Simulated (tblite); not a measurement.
# C8H15BO2: the cost of one run

Computed with tblite 0.8.0 and PySCF 2.14.0, with density-fitted response routines of our own, on a single molecule in the gas phase. Atoms count from 0, in the outputs and in this text.

### Step 1. The starting structure

26 atoms, charge 0, multiplicity 1; geometry from: force field or distance geometry start.

Bonds of the start (Å): C0–O1 1.40, O1–B2 1.45, B2–O3 1.48, O3–C4 1.40, B2–C5 1.60, C5–C6 1.52, C6–C7 1.48, C7–C8 1.47, C8–C9 1.54, C9–C10 1.52, C7–C5 1.42, C10–C7 1.47, C0–H11 1.10, C0–H12 1.12, C0–H13 1.12, C4–H14 1.10, C4–H15 1.12, C4–H16 1.12, C5–H17 1.10, C6–H18 1.11, C6–H19 1.09, C8–H20 1.13, C8–H21 1.09, C9–H22 1.09, C9–H23 1.10, C10–H24 1.10, C10–H25 1.10.

### Step 2. Relaxing the molecule with GFN2-xTB

Job settings and geometry (Å):

```
{"job": {"kind": "relax", "xc": "GFN2-xTB", "basis": "xTB"}, "charge": 0, "multiplicity": 1}
C      2.877200     1.898600     0.802800
O      2.659100     0.523400     0.712300
B      1.396100     0.283300     0.042200
O      1.336600    -0.162800    -1.363100
C      1.829300    -1.468300    -1.494300
C      0.103600     0.128100     0.975100
C     -0.526100    -1.245600     0.817100
C     -1.178200     0.002700     0.365900
C     -1.608800     0.281700    -1.008400
C     -3.022900    -0.073200    -0.526200
C     -2.530000     0.291900     0.867000
H      3.944100     2.068900     1.016600
H      2.278500     2.339700     1.638500
H      2.665000     2.398200    -0.176200
H      2.183300    -1.864200    -0.528000
H      1.078500    -2.139400    -1.978100
H      2.721200    -1.500500    -2.177200
H      0.211400     0.560500     1.980000
H     -0.861500    -1.680000     1.783400
H     -0.134200    -1.941800     0.078900
H     -1.566000     1.384500    -1.241500
H     -1.215900    -0.346300    -1.810700
H     -3.166100    -1.149400    -0.638400
H     -3.831600     0.549500    -0.925000
H     -2.892000    -0.433700     1.608200
H     -2.771800     1.316800     1.192400
```

Run with:

```
$ OMP_NUM_THREADS=2 python probes_run.py task.json out
```

The driver reads the jobs from task.json and runs them one after another.

**Question.** How long does this first job take on 2 threads of Intel Xeon Platinum 8488C, shared host, and how much memory does it need?

About 1.3 s, with a peak of 0.18 GiB.
